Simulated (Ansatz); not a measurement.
# NiIr3 under changes of volume

One of the cells (13.449 Å³/atom); the others are scaled copies at fixed shape and fractional positions:

```xyz
4
Lattice="-1.8810 1.8810 3.8014 1.8810 -1.8810 3.8014 1.8810 1.8810 -3.8014" Properties=species:S:1:pos:R:3 pbc="T T T"
Ir    0.0000    0.0000    3.8014
Ir    1.8810    0.0000    1.9007
Ir    0.0000    1.8810    1.9007
Ni    0.0000    0.0000    0.0000
```

The cell comes from a database or a generator and needn't be the stable form of this composition.

* Program: Ansatz 0.2.0
* Functional: PBEsol
* Potentials or basis: all-electron LAPW, scalar-relativistic
* Cutoff: 297 eV (chosen from the basis error)
* Basis error allowed: 0.001 eV/atom
* k mesh: 10 × 10 × 10
* Occupations: fermi-dirac, width 0.05 eV
* Spin: collinear spin, ferromagnetic start
* Starting moments: [0.6, 0.6, 0.6, 1.0] μB

| volume (Å³/atom) | energy over the lowest point (meV/atom) | pressure (GPa) |
| --- | --- | --- |
| 12.642 | ? | ? |
| 12.911 | 8.32 | 9.0 |
| 13.180 | 0.00 | 1.3 |
| 13.449 | 3.84 | -5.5 |
| 13.718 | 18.43 | -11.5 |
| 13.987 | 42.53 | -16.8 |
| 14.256 | 75.03 | -21.5 |

Task: What does the run at 12.642 Å³/atom give?

Result: Energy over the lowest point 30.35 meV/atom; pressure 17.7 GPa.

Worked out: A Birch-Murnaghan fit of order 3 (a polynomial in V^(-2/3)) to the other rows has its minimum at 13.22 Å³/atom with B0 = V·E''(V) = 348 GPa and B' = 5.0 at fixed shape and positions, which overstates the stiffness. It gives 30.39 meV/atom at 12.642 Å³/atom, against the run's 30.35, and -dE/dV = 17.6 GPa, against 17.7.

Energies are extrapolated to zero smearing.

Caveats: the starting moments weren't kept.
